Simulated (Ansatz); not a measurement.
The system is YbH3.

```xyz
4
Lattice="0.0000 2.6050 2.6050 2.6050 0.0000 2.6050 2.6050 2.6050 0.0000" Properties=species:S:1:pos:R:3 pbc="T T T"
Yb    0.0000    0.0000    0.0000
H     2.6050    2.6050    2.6050
H     1.3025    1.3025    1.3025
H     3.9075    3.9075    3.9075
```

The cell comes from a database or a generator and needn't be the stable form of this composition.

Base run:

- Program: Ansatz 0.2.0
- Functional: PBE
- Potentials or basis: Ansatz PAW
- Cutoff: 420 eV (not typed: the program's choice for these potentials)
- k mesh: 7 × 7 × 7
- Occupations: fermi-dirac, width 0.05 eV
- Spin: collinear spin, ferromagnetic start
- Starting moments: [1.0, 0.0, 0.0, 0.0] μB
- Fixed moment: 1 μB

Its results: pressure -4.4 GPa; site moments Yb +0.60; H +0.18, +0.07 μB.

**Question.** After a change of settings the same cell gave: pressure -5.3 GPa; site moments Yb +0.41; H +0.03, +0.02 μB. Which change was it?
A. fixed moment from 1 μB to 1.5 μB; moments at the start from [1.0, 0.0, 0.0, 0.0] to [1.5, 0.0, 0.0, 0.0]
B. fixed moment from 1 μB to 2 μB; moments at the start from [1.0, 0.0, 0.0, 0.0] to [2.0, 0.0, 0.0, 0.0]
C. fixed moment from 1 μB to 0.5 μB; moments at the start from [1.0, 0.0, 0.0, 0.0] to [0.5, 0.0, 0.0, 0.0]
D. fixed moment from 1 μB to 1.2 μB; moments at the start from [1.0, 0.0, 0.0, 0.0] to [1.2, 0.0, 0.0, 0.0]

**Answer.** C.

Caveats: the total moment is fixed, so each spin has its own Fermi level; the thresholds are loose for stress.
